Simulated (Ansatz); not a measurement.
CH4FSSn, SMILES [CH3][Sn]([F])[SH], a geometry optimisation

With the Ansatz DFT code, driven from Python.

Notebook, run cell by cell (the value of a cell's last expression is shown):

**Cell 1**
```python
import warnings

import ansatz as az
import numpy as np
```

**Cell 2**
```python
BASIS = "def2-SVP"
FUNCTIONAL = "PBE"

warnings.simplefilter("ignore", az.DeckWarning)
```

**Cell 3**
```python
ch4fssn = (
    az.Crystal.molecule()
    .atom("C", (0.6101, 1.124, -0.6293))
    .atom("Sn", (-0.7283, -0.1058, 0.5078))
    .atom("F", (-0.183, -0.0913, 2.3507))
    .atom("S", (-0.5278, -2.3428, -0.3622))
    .atom("H", (0.5117, 2.1963, -0.2619))
    .atom("H", (0.2357, 1.1776, -1.7029))
    .atom("H", (1.6316, 0.7998, -0.5682))
    .atom("H", (-1.4578, -2.8149, 0.6101))
)
```

**Cell 4**
```python
calculation = ch4fssn.calculation().basis(gaussian=BASIS).functional(FUNCTIONAL).spin("collinear", total=1)
symbols = [site.symbol for site in ch4fssn.cartesian_sites]
start = np.array([site.position_ang for site in ch4fssn.cartesian_sites], dtype=float)
def progress(event):
    if event["event"] == "relax_step":
        row = event["data"]
        print(f"step {row['step']:3d}  E = {row['lagrangian_ev']:.6f} eV  largest force component {row['allowed_force_max_ev_ang']:.4f} eV/A")
```

**Cell 5**
```python
r = calculation.relax(force_tolerance=0.01).session().plan().execute(on_event=progress).report
end = np.array(r["positions_ang"])
```
Output:
```text
step   1  E = -20471.326091 eV  largest force component 2.0386 eV/A
step   2  E = -20471.526063 eV  largest force component 0.5755 eV/A
step   3  E = -20471.546126 eV  largest force component 0.1957 eV/A
step   4  E = -20471.557580 eV  largest force component 0.0966 eV/A
step   5  E = -20471.559600 eV  largest force component 0.0790 eV/A
step   6  E = -20471.562816 eV  largest force component 0.2612 eV/A
step   7  E = -20471.568843 eV  largest force component 0.0380 eV/A
step   8  E = -20471.569715 eV  largest force component 0.0448 eV/A
step   9  E = -20471.554090 eV  largest force component 0.9305 eV/A
step  10  E = -20471.572853 eV  largest force component 0.0511 eV/A
step  11  E = -20471.574436 eV  largest force component 0.3060 eV/A
step  12  E = -20471.577859 eV  largest force component 0.1366 eV/A
step  13  E = -20471.580485 eV  largest force component 0.0320 eV/A
step  14  E = -20471.580800 eV  largest force component 0.0314 eV/A
step  15  E = -20471.555479 eV  largest force component 0.9635 eV/A
step  16  E = -20471.582372 eV  largest force component 0.0392 eV/A
step  17  E = -20471.579089 eV  largest force component 0.3665 eV/A
step  18  E = -20471.582671 eV  largest force component 0.0486 eV/A
step  19  E = -20471.583420 eV  largest force component 0.0155 eV/A
step  20  E = -20471.583632 eV  largest force component 0.0742 eV/A
step  21  E = -20471.583993 eV  largest force component 0.0437 eV/A
step  22  E = -20471.584428 eV  largest force component 0.0054 eV/A
step  23  E = -20471.584693 eV  largest force component 0.0896 eV/A
step  24  E = -20471.584980 eV  largest force component 0.0464 eV/A
step  25  E = -20471.585270 eV  largest force component 0.0124 eV/A
step  26  E = -20471.585386 eV  largest force component 0.0309 eV/A
step  27  E = -20471.585466 eV  largest force component 0.0313 eV/A
step  28  E = -20471.585519 eV  largest force component 0.0246 eV/A
step  29  E = -20471.585561 eV  largest force component 0.0102 eV/A
step  30  E = -20471.585579 eV  largest force component 0.0032 eV/A
step  31  E = -20471.585549 eV  largest force component 0.0119 eV/A
step  32  E = -20471.585579 eV  largest force component 0.0064 eV/A
```

**Cell 6**
```python
print("reference energy %16.6f eV" % r["reference_energy_ev"])
print("total energy     %16.6f eV" % r["free_energy_ev"])
print("occupied orbitals outside the frozen core (up, down):", r["n_occupied"], " frozen:", r["n_frozen"], " virtual:", r["n_virtual"])
```
Output:
```text
reference energy    -20471.585615 eV
total energy        -20471.585615 eV
occupied orbitals outside the frozen core (up, down): [29, 28]  frozen: 0  virtual: [63, 64]
```

**Cell 7**
```python
print("final positions (A) and the move of each atom")
for symbol, xyz, old in zip(symbols, end, start):
    print(f"{symbol:2s} {xyz[0]:10.5f} {xyz[1]:10.5f} {xyz[2]:10.5f}   {np.linalg.norm(xyz - old):7.4f}")
```
Output:
```text
final positions (A) and the move of each atom
C     0.59588    1.19970   -0.61435    0.0785
Sn   -0.94735    0.06508    0.52397    0.2783
F     0.02392   -0.44825    2.17574    0.4482
S    -1.20814   -2.18693   -0.50857    0.7131
H     0.36180    2.27908   -0.60045    0.3794
H     0.61000    0.79865   -1.64446    0.5358
H     1.54095    0.98479   -0.08014    0.5298
H    -0.88486   -2.74922    0.69237    0.5825
```

Total energies depend on the basis set; only differences at equal settings carry meaning. The end point is the stationary point reached from this start; no frequency run checks that it is a minimum, and the basis set is modest. def2 sets replace the cores of elements past krypton by effective core potentials. The run takes the species as open-shell (spin multiplicity 2), which needn't be its ground state. Wall time of the script: 3 min on 1 thread of Arm Neoverse V1, on a shared host, peak memory 0.22 GiB.
